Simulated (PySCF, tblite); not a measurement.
# C₆H₅O radical: geometry, infrared bands and EPR parameters

Aim: predict the infrared bands and EPR parameters of C₆H₅O radical (`C#CC1=CO[CH]C1`).

The runs use tblite 0.8.0 and PySCF 2.14.0, with density-fitted response routines of our own; the level of theory stands in each step. All values are computed, except where a source is named. Atoms are numbered from 0 throughout.

## 1. The starting structure

12 atoms, charge 0, multiplicity 2; geometry from: force field or distance geometry start.

Bonds of the start (Å): C0–C1 1.21, C1–C2 1.40, C2–C3 1.33, C3–O4 1.39, O4–C5 1.38, C5–C6 1.50, C6–C2 1.51, C0–H7 1.07, C3–H8 1.09, C5–H9 1.07, C6–H10 1.09, C6–H11 1.09.

## 2. Geometry optimisation with GFN2-xTB

What the job is given:

```
{"job": {"kind": "relax", "xc": "GFN2-xTB", "basis": "xTB"}, "charge": 0, "multiplicity": 2}
C      2.787100     0.837400    -0.212800
C      1.656100     0.419400    -0.117100
C      0.355200    -0.086400     0.018900
C      0.004300    -1.363900     0.062700
O     -1.359600    -1.585200     0.199900
C     -1.945500    -0.336300     0.214200
C     -0.904900     0.736500     0.102400
H      3.777200     1.220400    -0.300500
H      0.620400    -2.259100     0.038200
H     -3.012300    -0.289900     0.311800
H     -1.064600     1.335600    -0.793900
H     -0.912300     1.370800     0.994400
```

On the command line:

```console
OMP_NUM_THREADS=1 python probes_run.py task.json out
```

The driver reads the jobs from task.json and runs them one after another.

Output:

```text
step      E/eV     max force
  0    -525.31245    2.523
  1    -525.38182    1.039
  2    -525.39290    1.598
  3    -525.40239    0.709
  4    -525.41122    0.231
  5    -525.41709    0.172
  6    -525.42342    0.177
  7    -525.42428    0.083
  8    -525.42467    0.057
  9    -525.42494    0.065
 10    -525.42512    0.035
 11    -525.42523    0.032
 12    -525.42537    0.050
 13    -525.42557    0.074
 14    -525.42580    0.065
 15    -525.42598    0.043
 16    -525.42612    0.045
 17    -525.42630    0.074
 18    -525.42661    0.116
 19    -525.42704    0.124
 20    -525.42745    0.080
 21    -525.42769    0.039
 22    -525.42784    0.039
 23    -525.42795    0.041
 24    -525.42800    0.023
 25    -525.42802    0.010
 26    -525.42803    0.011
 27    -525.42804    0.011
 28    -525.42804    0.008
```

Wall time 0.11 s (1 thread of Arm Neoverse V2, shared host).

Along the way:

```tsv
step	energy from step 0 (eV)	largest force (eV/Å)
0	0.0000	2.5229
1	-0.0694	1.0394
2	-0.0805	1.5981
3	-0.0899	0.7086
4	-0.0988	0.2313
5	-0.1046	0.1717
6	-0.1110	0.1768
7	-0.1118	0.0828
8	-0.1122	0.0572
9	-0.1125	0.0647
10	-0.1127	0.0353
11	-0.1128	0.0320
12	-0.1129	0.0495
13	-0.1131	0.0743
14	-0.1133	0.0652
15	-0.1135	0.0431
16	-0.1137	0.0451
17	-0.1138	0.0742
18	-0.1142	0.1155
19	-0.1146	0.1241
20	-0.1150	0.0803
21	-0.1152	0.0393
22	-0.1154	0.0389
23	-0.1155	0.0407
24	-0.1155	0.0231
25	-0.1156	0.0104
26	-0.1156	0.0106
27	-0.1156	0.0112
28	-0.1156	0.0077
```

Distances of close pairs at the start and the end, largest changes first:

```tsv
bond	before (Å)	after (Å)	change (Å)
C3–O4	1.389	1.344	-0.044
C2–C3	1.326	1.357	+0.031
O4–C5	1.380	1.350	-0.029
C0–H7	1.065	1.048	-0.017
C3–H8	1.087	1.073	-0.014
C5–C6	1.499	1.486	-0.013
C6–H10	1.090	1.101	+0.011
C1–C2	1.402	1.395	-0.008
```

The end geometry stands in the next job.

## 3. Harmonic vibrations with GFN2-xTB

What the job is given:

```
{"job": {"kind": "ir", "xc": "GFN2-xTB", "basis": "xTB"}, "charge": 0, "multiplicity": 2}
C      2.746975     0.877789    -0.209828
C      1.651088     0.390720    -0.104400
C      0.359638    -0.121461     0.016341
C     -0.020021    -1.423035     0.073773
O     -1.351124    -1.571918     0.190022
C     -1.912032    -0.343747     0.213527
C     -0.888114     0.727388     0.104427
H      3.710928     1.278918    -0.303258
H      0.570890    -2.318111     0.040492
H     -2.973354    -0.273124     0.307960
H     -1.020495     1.368333    -0.781297
H     -0.873182     1.407562     0.970343
```

Output:

```text
mode    cm-1     km/mol
  1     103.5     28.17
  2     142.1      0.15
  3     142.8      0.56
  4     292.5      0.04
  5     408.9      2.37
  6     439.9      1.14
  7     510.0     13.05
  8     546.3      0.41
  9     608.4     12.12
 10     664.6     15.62
 11     763.1      9.67
 12     779.7     28.33
 13     901.3      7.68
 14     911.7      0.79
 15    1004.0     83.64
 16    1038.1     65.92
 17    1039.6      1.57
 18    1156.6      1.70
 19    1203.6      6.11
 20    1218.8      4.59
 21    1274.2    121.96
 22    1289.1     44.35
 23    1444.3      5.36
 24    1549.2     63.65
 25    2228.7     33.72
 26    2787.0     28.78
 27    2857.9     32.96
 28    3160.8      6.47
 29    3202.7      2.25
 30    3401.4     13.24
```

Wall time 0.23 s (1 thread of Arm Neoverse V2, shared host).

Which atoms move in the most intense modes:

```tsv
cm⁻¹	km/mol	atoms
1004	83.6	C5 31 %, C6 14 %, H11 12 %, H10 11 %
1038	65.9	H9 41 %, C3 20 %, H8 12 %, C5 11 %
1274	122.0	C2 21 %, C5 18 %, C6 16 %, C3 14 %
1289	44.4	C5 27 %, C2 17 %, C6 16 %, H9 10 %
1549	63.6	C2 56 %, C3 35 %
2229	33.7	C1 60 %, C0 31 %
2787	28.8	H10 46 %, H11 45 %
2858	33.0	H11 49 %, H10 47 %
```

## 4. EPR parameters: B3LYP/pcH-1

Same as in step 3 but for these lines:

```diff
@@ -1,2 +1,2 @@
-{"job": {"kind": "ir", "xc": "GFN2-xTB", "basis": "xTB"}, "charge": 0, "multiplicity": 2}
+{"job": {"kind": "epr", "basis": "pcH-1"}, "charge": 0, "multiplicity": 2}
 C      2.746975     0.877789    -0.209828
```

Method: UKS B3LYP, pcH-1 on C H O, non-relativistic, mean-field spin-orbit, GIAO.

Output:

```text
UKS, coarse grid
  cycle   1  E = -306.67568415  |g| = 3.75e-01
  cycle   2  E = -306.64601252  |g| = 4.74e-01
  cycle   3  E = -306.73289451  |g| = 9.30e-02
  cycle   4  E = -306.73573373  |g| = 3.62e-02
  cycle   5  E = -306.73617389  |g| = 2.40e-02
  cycle   6  E = -306.73645569  |g| = 5.15e-03
  cycle   7  E = -306.73647278  |g| = 2.14e-03
  cycle   8  E = -306.73647534  |g| = 1.74e-03
  cycle   9  E = -306.73647744  |g| = 5.46e-04
UKS, final grid
  cycle   1  E = -306.73646392  |g| = 8.80e-04
  cycle   2  E = -306.73646298  |g| = 1.70e-03
  cycle   3  E = -306.73646437  |g| = 1.99e-04
  cycle   4  E = -306.73646440  |g| = 9.08e-05
  cycle   5  E = -306.73646444  |g| = 1.11e-04
  cycle   6  E = -306.73646445  |g| = 2.42e-05
  cycle   7  E = -306.73646445  |g| = 7.85e-06
E = -306.73646445 Eh   <S^2> = 0.7574 (exact 0.7500)
g shifts (ppm)      1          2          3
  rmc          -172       -172       -172
  gc             -8         35         27
  oz_so         -27        675       1636
  total        -207        537       1491
hyperfine (MHz)  atom isotope    a_iso     a_fc   dipolar eigenvalues
    0   13C       3.84       3.84     -3.70     -2.95      6.65
    1   13C      -8.68      -8.68     -2.58     -0.25      2.83
    2   13C      10.94      10.94     -9.51     -6.30     15.81
    3   13C      -8.90      -8.90     -8.28      2.66      5.62
    4   17O     -12.50     -12.50    -42.60     20.19     22.41
    5   13C      84.75      84.75    -76.73    -74.81    151.54
    6   13C     -41.19     -41.19     -1.72      0.44      1.28
    7    1H      -3.80      -3.80     -2.10     -0.44      2.53
    8    1H       0.32       0.32     -2.64     -1.72      4.37
    9    1H     -63.49     -63.49    -36.10      0.07     36.03
   10    1H     162.69     162.69     -4.50     -3.11      7.61
   11    1H     161.44     161.44     -4.48     -3.10      7.58
```

It took 45 s on 1 thread of Arm Neoverse V2, shared host; peak memory 0.87 GiB.

Principal g values 2.00211, 2.00286, 2.00381; g(iso) = 2.00293, against 2.00232 for a free electron.

Mean a(iso) over the nuclei that a row names, and the largest dipolar term of the row (other rows stand at the frozen geometry):

```tsv
nuclei	isotope	a(iso) (MHz)	a(iso) (G, at g = 2.0023)	largest dipolar term (MHz)
H10, H11	1H	162.1	57.8	7.6
C5	13C	84.8	30.2	151.5
H9	1H	-63.5	-22.7	-36.1
C6	13C	-41.2	-14.7	-1.7
O4	17O	-12.5	-4.5	-42.6
C2	13C	10.9	3.9	15.8
C3	13C	-8.9	-3.2	-8.3
C1	13C	-8.7	-3.1	2.8
C0	13C	3.8	1.4	6.7
H7	1H	-3.8	-1.4	2.5
H8	1H	0.3	0.1	4.4
```

Mulliken spin populations:

```tsv
atom	value (e)
C0	0.05
C1	-0.03
C2	0.11
C3	-0.05
O4	0.06
C5	0.88
C6	-0.10
H7	0.00
H8	0.00
H9	-0.04
H10	0.07
H11	0.07
```

In first order the couplings over 0.8 MHz of 1H give 12 distinct lines over 139.7 G, if the averaged nuclei exchange fast.

The fields below are evaluated on a grid from the run's orbitals.

ELF in a plane through or near 10 of the atoms.

Ten even steps from ' ' (0.00) to '@' (1.00):
```
                                                        
                                                        
                                                        
                                                        
                                                        
                            ..::..                      
              ..----..    ..++++--                      
        ==**++==****++    ::++::==--..++@@%%--          
      **@@@@@@####%%##==--**==::####++@@@@@@%%          
      %%@@@@@@..::%%..##**++@@++%%::..@@@@@@%%          
      --@@@@%%++**##::%%==**++..::++--++****::          
        ::++++**%%%%****==**%%--++####::                
            ::==++++==  ..++##..%%--%%##                
              ..::..    ==@@@@++--%%%%##..              
                      ..@@@@@@##  --++--                
                      --@@@@@@%%                        
                        **@@@@++                        
                                                        
                                                        
                                                        
```
The map spans 13.1 Å across and 10.0 Å up, centred on the molecule. Atoms in the plane (x, y in Å): C0 (-2.9, 0.2), C1 (-1.7, 0.0), C2 (-0.3, -0.2), C3 (0.4, -1.4), O4 (1.7, -1.2), C5 (1.9, 0.1), C6 (0.7, 0.9), H7 (-3.9, 0.3), H8 (0.0, -2.4), H9 (3.0, 0.5).

log10 of the density (e/Å³) in the same plane.

Ten even steps from ' ' (-4.0) to '@' (1.8):
```
                                                        
                                                        
                                                        
                          ..::::....                    
                      ....::------::..                  
          ..::::::::::::----======--::::....            
        ..::--------------==****++==----::::..          
    ..::--==++++++++++====++####**++++++====::..        
    ..--==******************##%%####******++--..        
    ::--++######%%################%%%%##**++--..        
    ..--==++**######%%####@@##****####**++==--..        
    ..::--==++++**********####**######++==--::          
      ..::----======++++++**@@####@@##**==::..          
          ::::--------==++**##********++--::            
            ....::::::==++**##**++++++==::..            
                    ..--==++++==------::                
                      ::--====--::....                  
                        ..::::....                      
                                                        
                                                        
```
The map spans 13.1 Å across and 10.0 Å up, centred on the molecule. Atoms in the plane (x, y in Å): C0 (-2.9, 0.2), C1 (-1.7, 0.0), C2 (-0.3, -0.2), C3 (0.4, -1.4), O4 (1.7, -1.2), C5 (1.9, 0.1), C6 (0.7, 0.9), H7 (-3.9, 0.3), H8 (0.0, -2.4), H9 (3.0, 0.5).

On the surface of density 0.002 e/bohr³ the electrostatic potential runs, from the 1st to the 99th percentile, from -0.85 V near O4 to 1.35 V near H7.

The spin density lies nearest to C5 52 %; O4 10 %; H9 9 %; C2 6 %.

## 5. Outcome

| quantity | value |
| --- | --- |
| strongest single infrared mode (GFN2-xTB) | 1274 cm⁻¹, 122 km/mol |
| zero-point energy (GFN2-xTB) | 53.0 kcal/mol |
| g(iso) (B3LYP) | 2.00293 |
| ⟨S²⟩ | 0.757 (exact 0.75) |
| largest a(iso) (averaged by class) | 1H on H10, H11, 162.1 MHz |
| surface potential, 1st and 99th percentile | -0.85 V and 1.35 V |

**Reading.** Relaxing lowered the energy by 0.116 eV in 28 steps; the close pair that moved most is C3–O4, from 1.389 to 1.344 Å. All 30 modes are real, so the xTB geometry is a minimum. The strongest single mode, at 1274 cm⁻¹, has its largest shares on C2, C5, C6 and C3 (the list is cut at 4 atoms). Unscaled tight-binding wavenumbers are off by several per cent, some by more. Its intensities can rank the bands wrongly. Most of the unpaired spin sits on C5 (0.88 e). The isotropic g lies 0.6 ppt above the free-electron value.
